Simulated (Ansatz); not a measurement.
**Zr2AlC: properties at the relaxed cell**

An exercise on one series of results from a longer session: the logs are not shown, and one member is left open.

Computed with Ansatz 0.2.0 (DFT r2SCAN, scalar-relativistic, plane waves, PAW, unless a step's input says otherwise).

## The starting structure

Symmetry: P6_3/mmc, No. 194, hexagonal system. Conventional cell: a = 3.319 Å, b = 3.319 Å, c = 14.593 Å, α = 90.00°, β = 90.00°, γ = 120.00°. Zr (site symmetry 3m) has 3 C at 2.30 Å as nearest neighbours. Al (site symmetry -6m2) is surrounded by 6 Zr at 3.06 Å and 6 Al at 3.32 Å. C (site symmetry -3m) has 6 Zr at 2.30 Å as nearest neighbours.

Structure file:

```
CELL_PARAMETERS angstrom
3.31850 0.00000 0.00000
-1.65925 2.87391 0.00000
0.00000 0.00000 14.59296
ATOMIC_POSITIONS crystal
Zr 0.33333 0.66667 0.08662
Zr 0.66667 0.33333 0.58662
Zr 0.66667 0.33333 0.91338
Zr 0.33333 0.66667 0.41338
Al 0.33333 0.66667 0.75000
Al 0.66667 0.33333 0.25000
C 0.00000 0.00000 0.00000
C 0.00000 0.00000 0.50000
```

It goes back to an entry of the Materials Project, which need not be the stable form.

It is the result of an earlier relaxation at this level (volume 17.40 Å³/atom; gap on the mesh: none (metal)).

Set-up of the first run:

The input, input.yaml:

```yaml
crystal:
  lattice:
    - [3.2849822336, 0.0, 0.0]
    - [-1.6424911168, 2.8448780652, 0.0]
    - [0.0, 0.0, 14.4455496827]
  atoms:
    - { symbol: Zr, position: [0.3333333333, 0.6666666667, 0.086624344] }
    - { symbol: Zr, position: [0.6666666667, 0.3333333333, 0.586624344] }
    - { symbol: Zr, position: [0.6666666667, 0.3333333333, 0.913375656] }
    - { symbol: Zr, position: [0.3333333333, 0.6666666667, 0.413375656] }
    - { symbol: Al, position: [0.3333333333, 0.6666666667, 0.75] }
    - { symbol: Al, position: [0.6666666667, 0.3333333333, 0.25] }
    - { symbol: C, position: [0.0, 0.0, 0.0] }
    - { symbol: C, position: [0.0, 0.0, 0.5] }
basis:
  ecutwfc: 500
kpoints:
  mp_grid: { grid: [12, 12, 4] }
hamiltonian:
  xc: r2scan
scf:
  occupations: { method: gaussian, width: 0.1 }
output:
  forces: true
  stress: true
  eigenvalues: true
relax:
  adjacent_minimum: "off"
  f_tol: 0.01
  max_steps: 30
  cell: { stress_tol: 0.1, fix: [volume] }
```

Launch:

```console
> ansatz run input.yaml --threads 2 --pin off --max-ram 5120MiB --backend cpu --events-out ev --progress --plain --runs-dir out
```

Among the steps run: The cell scaled to 0.97 of its volume; The cell scaled to 1.03 of its volume; The cell scaled to 0.94 of its volume; Volume × 1.06; The cell scaled to 0.91 of its volume; Point at V/V0 = 1.10; Point at V/V0 = 0.88.

One of the session's tables, all rows but one given; the rest of the session is left out.

It belongs to the step «Equation of state». 

| volume (Å³/atom) | energy above the lowest point (meV/atom) | pressure (GPa) |
| --- | --- | --- |
| 15.309 | 126.4 | 21.61 |
| 15.831 | 67.3 | 14.88 |
| 16.353 | 28.4 | 9.13 |
| 16.875 | ? | ? |
| 17.397 | 0.0 | 0.00 |
| 17.919 | 5.9 | -3.61 |
| 18.441 | 22.7 | -6.69 |
| 19.136 | 59.3 | -10.10 |

Estimate the missing values for volume (Å³/atom) = 16.875.

Worked estimate for «energy above the lowest point (meV/atom)». A straight line through the neighbours (16.353, 28.4) and (17.397, 0.0) gives 28.4 + (0.0 − 28.4) × (16.875 − 16.353) / (17.397 − 16.353) = 14.2; a parabola fitted to 4 rows on both sides gives 6.7.

The run gave: energy above the lowest point (meV/atom): 6.8; pressure (GPa): 4.20. In «energy above the lowest point (meV/atom)» the line misses by +7.4 and the parabola by -0.1.
